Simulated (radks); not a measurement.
# Pd inside a hard spherical wall

An exercise on one series of results from a longer session: the logs are not shown, and one member is left open.

Method: scalar-relativistic Kohn-Sham, LDA (Slater exchange, Perdew-Wang correlation), spin-unpolarised, spherical densities, finite nucleus. Code: radks (a radial shooting solver on a logarithmic mesh, Libxc functionals) version 1.

## The atom as given

| Property | Result |
| --- | --- |
| element | palladium (Z = 46) |
| charge | 0 |
| electrons | 46 |
| configuration | [Kr] 4d10 |
| nuclear rms radius | 4.5318 fm |

Outer shells as boxes (Hund's rule):

Pd
```
[Kr] core
4d [↑↓][↑↓][↑↓][↑↓][↑↓]
```

The first run:

The run's settings:

```text
Z 46
configuration [Kr] 4d10 5s0 5p0 4f0
relativity scalar-relativistic
functional lda,pw
spin unpolarised
nucleus finite rms 4.5318 fm
c 137.035999084
```

Steps of the session up to this table: The free atom; Wall at 20 bohr; Wall at 15 bohr; Wall at 6 bohr; Wall at 2.5 bohr; Wall at 2 bohr; Wall at 1.5 bohr.

One table of the session follows, with a row left open; its other results are not shown here.

```
R (bohr)  E − E(free) (eV)  ε(4d) (eV)  ε(5s, empty) (eV)  ε(5p, empty) (eV)  ε(4f, empty) (eV)
    free             0.000      -4.309             -3.611             -0.356                  -
      20             0.000      -4.309             -3.611             -0.351              1.564
      15             0.000      -4.309             -3.611             -0.324              2.627
       6             0.347      -3.712             -2.654              2.196             13.931
     2.5            75.135      20.819             48.604             66.906             69.132
       2                 ?           ?                  ?                  ?                  ?
     1.5            930.86      132.44             330.28             366.35             198.31
```

**Question.** Estimate the row for R (bohr) = 2.

Worked estimate for «E − E(free) (eV)». A straight line through the neighbours (2.5, 75.135) and (1.5, 930.86) gives 75.135 + (930.86 − 75.135) × (2 − 2.5) / (1.5 − 2.5) = 503.00; a parabola fitted to 3 rows on both sides gives 456.64.

**Answer.** E − E(free) (eV): 234.33; ε(4d) (eV): 49.032; ε(5s, empty) (eV): 117.99; ε(5p, empty) (eV): 144.16; ε(4f, empty) (eV): 107.07. In «E − E(free) (eV)» the line misses by +268.67 and the parabola by +222.31.

Shells are not refilled when levels cross, and a hard wall is a model, not a crystal.
